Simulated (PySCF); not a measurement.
# GeSBr2: structure of the singlet

Aim: relax GeSBr2 as a singlet from a T-shaped (ligand arrangement 2) start, check by its vibrations whether the end is a minimum, and collect its spectrum and constants.

Method: PBE0, basis Ge def2-TZVP, S def2-TZVP, Br def2-TZVP, no relativity, density fitting; program: PySCF 2.14.0.

### 1 The system as given

4 atoms, charge 0, spin multiplicity 1.

Bond lengths: Ge1–S2 2.050 Å, Ge1–Br3 2.350 Å, Ge1–Br4 2.350 Å. Angles: S2–Ge1–Br3 88.0°, S2–Ge1–Br4 88.0°, Br3–Ge1–Br4 176.0°.

Coordinates in bohr (charge 0 multiplicity 1):
```
Ge    0.0000    0.0000   -0.5624
S     0.0000    0.0000    3.3116
Br    4.4382    0.0000   -0.4074
Br   -4.4382    0.0000   -0.4074
```

### 2 Relaxation: T-shaped (ligand arrangement 2) start, singlet

The steps below are one call of a driver around PySCF. For each, scf.py gives the equivalent set-up of the SCF; relaxations use the driver's own optimiser. Before each start the driver seeks the lowest SCF state from one or more starting densities and follows internal instabilities, so scf.py alone need not reach the same state.

The program finds C2v symmetry in the start, which this walk keeps.

scf.py

```python
from pyscf import gto, scf, dft
mol = gto.M(atom='''
Ge     0.000000     0.000000    -0.297597
S      0.000000     0.000000     1.752403
Br     2.348600    -0.000000    -0.215597
Br    -2.348600     0.000000    -0.215597''',
    basis={'Ge': 'def2-TZVP', 'S': 'def2-TZVP', 'Br': 'def2-TZVP'},
    charge=0, spin=0)
mf = dft.RKS(mol, xc='PBE0')
mf.grids.atom_grid = (50, 194)
aux = {'Ge': 'def2-universal-JKFIT', 'S': 'def2-universal-JKFIT', 'Br': 'def2-universal-JKFIT'}
mf = mf.density_fit(auxbasis=aux)
mf.kernel()
```

Further steps of the session: Frequencies.

**Question.** What will these runs give? Wanted: minimum; geometry; wavenumbers; dipole moment; highest occupied, lowest empty level; polar-tensor charge of Ge1; zero-point energy; atomisation energy.

**Answer**, as computed:

| quantity | value |
| --- | --- |
| minimum | singlet, C2v |
| geometry | Ge–Br 2.275 Å (×2), Ge–S 2.013 Å; Br–Ge–Br 106.0°, Br–Ge–S 127.0° (×2) |
| wavenumbers (cm⁻¹) | 104 (a1), 127 (b2), 128 (b1), 279 (a1), 329 (b2), 584 (a1) |
| dipole moment | 1.71 D |
| highest occupied, lowest empty level | -7.64, -2.85 eV |
| polar-tensor charge of Ge1 | +1.37 e |
| zero-point energy | 9.3 kJ/mol |
| entropy at 298.15 K | 352.3 J/(mol K) |
| atomisation energy (no zero-point energy) | 987 kJ/mol |

**Reading.** The T-shaped (ligand arrangement 2) start keeps its C2v symmetry and ends in a minimum. In the infrared the band at 329 cm⁻¹ (b2, stretch) leads. Other starts or spin states, not run here, may lie lower.
